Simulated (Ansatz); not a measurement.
# C₄H₅F₃O₂: vertical ionisation energy

The task here is to estimate one member of a computed series from the others.

Computed with Ansatz 0.2.0, Gaussian basis. Level: unrestricted cation, the program's frozen cores in correlated methods.

Levels to be run: UKS PBE-D4/def2-TZVPP; UKS r2SCAN-D4/def2-TZVPP; UKS PBE0-D4/def2-TZVPP; UKS B3LYP-D4/def2-TZVPP; UKS wB97X-V/def2-TZVPP; UKS wB97M-V/def2-TZVPP; UKS B2PLYP/def2-TZVPP; UHF-CCSD(T)/def2-TZVPP; UHF-MP2/def2-QZVPP; extrapolation to the limit; then −ε(HOMO) from the neutral's earlier runs with LDA (SPW92), PBE-D4, revPBE-D4, BLYP-D4, r2SCAN-D4, B97M-V, PBE0-D4, B3LYP-D4, r2SCANh-D4, r2SCAN0-D4, HSE06-D4, BHLYP-D4, CAM-B3LYP-D4, LC-ωPBE, ωB97X-V, ωB97M-V.

## The geometry

All runs share one geometry, relaxed beforehand with PBE0-D4 in a triple-zeta def2 set.

SMILES `CCOC(=O)C(F)(F)F`, 14 atoms, charge 0, spin multiplicity 1.

Atoms are counted from 1 here; the program's logs count them from 0.

Bond lengths: C1–C2 1.507 Å, C1–H10 1.091 Å, C1–H11 1.091 Å, C1–H12 1.092 Å, C2–O3 1.442 Å, C2–H13 1.089 Å, C2–H14 1.091 Å, O3–C4 1.318 Å, C4–O5 1.194 Å, C4–C6 1.545 Å, C6–F7 1.321 Å, C6–F8 1.334 Å, C6–F9 1.333 Å. Angles: C2–C1–H10 111.0°, C2–C1–H11 110.9°, C2–C1–H12 109.4°, H10–C1–H11 109.1°, H10–C1–H12 108.1°, H11–C1–H12 108.3°, C1–C2–O3 111.0°, C1–C2–H13 111.9°, C1–C2–H14 111.6°, O3–C2–H13 104.1°, O3–C2–H14 108.5°, H13–C2–H14 109.4°, C2–O3–C4 116.4°, O3–C4–O5 127.7°, O3–C4–C6 109.4°, O5–C4–C6 122.9°, C4–C6–F7 110.5°, C4–C6–F8 110.3° and more.

The first run:

Input file in.yaml:

```yaml
crystal:
  periodic: [false, false, false]
  atoms:
    - {symbol: C, position_ang: [-0.369051, -0.259419, -2.034098]}
    - {symbol: C, position_ang: [-0.198219, 0.896218, -1.081900]}
    - {symbol: O, position_ang: [-0.440604, 0.485379, 0.279440]}
    - {symbol: C, position_ang: [0.576209, -0.058393, 0.918169]}
    - {symbol: O, position_ang: [1.683752, -0.237014, 0.509740]}
    - {symbol: C, position_ang: [0.132073, -0.458031, 2.343511]}
    - {symbol: F, position_ang: [1.142185, -0.987880, 3.010651]}
    - {symbol: F, position_ang: [-0.855598, -1.353284, 2.287726]}
    - {symbol: F, position_ang: [-0.308236, 0.606355, 3.015185]}
    - {symbol: H, position_ang: [0.380847, -1.030128, -1.851953]}
    - {symbol: H, position_ang: [-1.363085, -0.699291, -1.937024]}
    - {symbol: H, position_ang: [-0.249807, 0.095066, -3.060298]}
    - {symbol: H, position_ang: [-0.935068, 1.678996, -1.258014]}
    - {symbol: H, position_ang: [0.804622, 1.321437, -1.141116]}
basis:
  gaussian: {orbitals: def2-TZVPP}
total_charge: 1
magnetization: {spin_polarized: true, initial_magnetization: 1}
hamiltonian: {xc: pbe, dispersion: d4}
```

Command:

```console
> ansatz run in.yaml --threads 2 --pin off --events-out ev --progress --plain --max-ram 20480MiB --backend cuda --devices 0, --max-vram 18GiB
```

Among the steps run: Cation, UKS PBE-D4/def2-TZVPP; Cation, UKS r2SCAN-D4/def2-TZVPP; Cation, UKS PBE0-D4/def2-TZVPP; Cation, UKS B3LYP-D4/def2-TZVPP; Cation, UKS wB97X-V/def2-TZVPP; Cation, UKS wB97M-V/def2-TZVPP; Cation, UKS B2PLYP (frozen core)/def2-TZVPP; Cation, UHF-CCSD(T)/def2-TZVPP; Cation, UHF-MP2/def2-QZVPP.

One table of the session follows, with a row left open; its other results are not shown here.

It belongs to the step «Ionisation energies side by side». For comparison, −ε(HOMO) of the neutral from earlier runs:

```
  functional  −ε(HOMO) (eV)
 LDA (SPW92)           7.37
      PBE-D4           7.11
   revPBE-D4           7.01
     BLYP-D4           7.04
   r2SCAN-D4           7.50
      B97M-V           7.64
     PBE0-D4           8.88
    B3LYP-D4           8.63
  r2SCANh-D4           8.16
  r2SCAN0-D4           9.16
    HSE06-D4           8.47
    BHLYP-D4          10.62
CAM-B3LYP-D4          10.42
     LC-ωPBE          11.70
     ωB97X-V              ?
     ωB97M-V          11.32
```

Q: Estimate the row for ωB97X-V from the others.

The run gave: −ε(HOMO) (eV): 11.37. In the column «−ε(HOMO) (eV)» it lies between ωB97M-V (11.32) and LC-ωPBE (11.70).
